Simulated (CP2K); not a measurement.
## BiTe under changes of volume

One of the cells (33.855 Å³/atom); the others are scaled copies at fixed shape and fractional positions:

```
CELL_PARAMETERS angstrom
4.57498 0.00000 0.00000
2.28749 3.96205 0.00000
2.28749 1.32068 3.73546
ATOMIC_POSITIONS crystal
Bi 0.00000 0.00000 0.00000
Te 0.50000 0.50000 0.50000
```

```yaml
Program: CP2K 2026.2
Functional: LDA
Potentials_or_basis: GTH_POTENTIALS Bi GTH-PADE-q5, Te GTH-PADE-q6; TZVP-MOLOPT-PBE-GTH basis
Density_cutoff: 6123 eV
k_mesh: 7 × 7 × 7
Occupations: fermi-dirac, width 0.0259 eV
Spin: no spin polarisation
```

```tsv
volume (Å³/atom)	energy over the lowest point (meV/atom)	pressure (GPa)
31.824	?	?
32.501	0.00	-0.4
33.178	3.97	-1.4
33.855	12.00	-2.3
34.532	23.62	-3.2
35.209	38.45	-3.9
35.886	56.18	-4.6
```

What does the run at 31.824 Å³/atom give?

Energy over the lowest point 0.66 meV/atom; pressure 0.8 GPa.

Worked out: A Birch-Murnaghan fit of order 3 (a polynomial in V^(-2/3)) to the other rows has its minimum at 32.24 Å³/atom, just outside them, with B0 = V·E''(V) = 53 GPa and B' = 4.4. It gives 0.54 meV/atom at 31.824 Å³/atom, against the run's 0.66, and -dE/dV = 0.7 GPa, against 0.8.

Energies are extrapolated to zero smearing.

Caveats: the basis of atomic orbitals isn't converged, which shifts pressures, moduli and gaps.
